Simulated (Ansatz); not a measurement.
# CH4BrClZn: the cost of one run

All numbers below are computed with Ansatz 0.2.0 (RHF/def2-SVP).

**1. Starting point**

Bond lengths: Zn1–Br2 2.828 Å, Zn1–C3 2.006 Å, Zn1–Cl5 2.619 Å, C3–H6 1.084 Å, C3–H7 1.082 Å, C3–H8 1.083 Å. Angles: Br2–Zn1–C3 142.1°, Br2–Zn1–Cl5 79.0°, C3–Zn1–Cl5 138.3°, Zn1–C3–H6 109.2°, Zn1–C3–H7 110.1°, Zn1–C3–H8 110.4°, H6–C3–H7 109.1°, H6–C3–H8 108.8°, H7–C3–H8 109.2°.

As a file:

```xyz
8

Zn    0.1013    0.0492   -0.2599
Br    0.9638   -1.2844   -2.5997
C    -0.0568   -0.1807    1.7262
H     0.0229    0.4156   -3.0242
Cl   -0.7646    1.6837   -2.1136
H    -0.6603   -1.0565    1.9370
H    -0.5283    0.6893    2.1647
H     0.9220   -0.3161    2.1694
```

**2. Pulling towards end A**

Springs on the bonds that form and break draw the guess towards this end; the thresholds are loose.

input.yaml reads:

```yaml
crystal:
  periodic: [false, false, false]
  atoms:
    - { symbol: Zn, position_ang: [0.1013, 0.0492, -0.2599] }
    - { symbol: Br, position_ang: [0.9638, -1.2844, -2.5997] }
    - { symbol: C, position_ang: [-0.0568, -0.1807, 1.7262] }
    - { symbol: H, position_ang: [0.0229, 0.4156, -3.0242] }
    - { symbol: Cl, position_ang: [-0.7646, 1.6837, -2.1136] }
    - { symbol: H, position_ang: [-0.6603, -1.0565, 1.937] }
    - { symbol: H, position_ang: [-0.5283, 0.6893, 2.1647] }
    - { symbol: H, position_ang: [0.922, -0.3161, 2.1694] }
basis:
  gaussian: { orbitals: def2-SVP }
hamiltonian:
  xc: hf
relax:
  f_tol: 0.15
  max_steps: 25
  restrain:
    - { distance: [0, 4], at: 3.54, k: 30.0 }
    - { distance: [3, 1], at: 2.81, k: 30.0 }
    - { distance: [0, 1], at: 2.42, k: 30.0 }
    - { distance: [3, 4], at: 1.33, k: 30.0 }
```

Run with:

```console
> ansatz run input.yaml --threads 2 --pin off --max-ram 3072MiB --backend cpu --events-out ev --progress --plain --runs-dir out
```

**Question.** How long does this run take on 2 threads of Arm Neoverse V2, shared host, and how much memory does it need?

About 16 s, with a peak of 0.28 GiB.
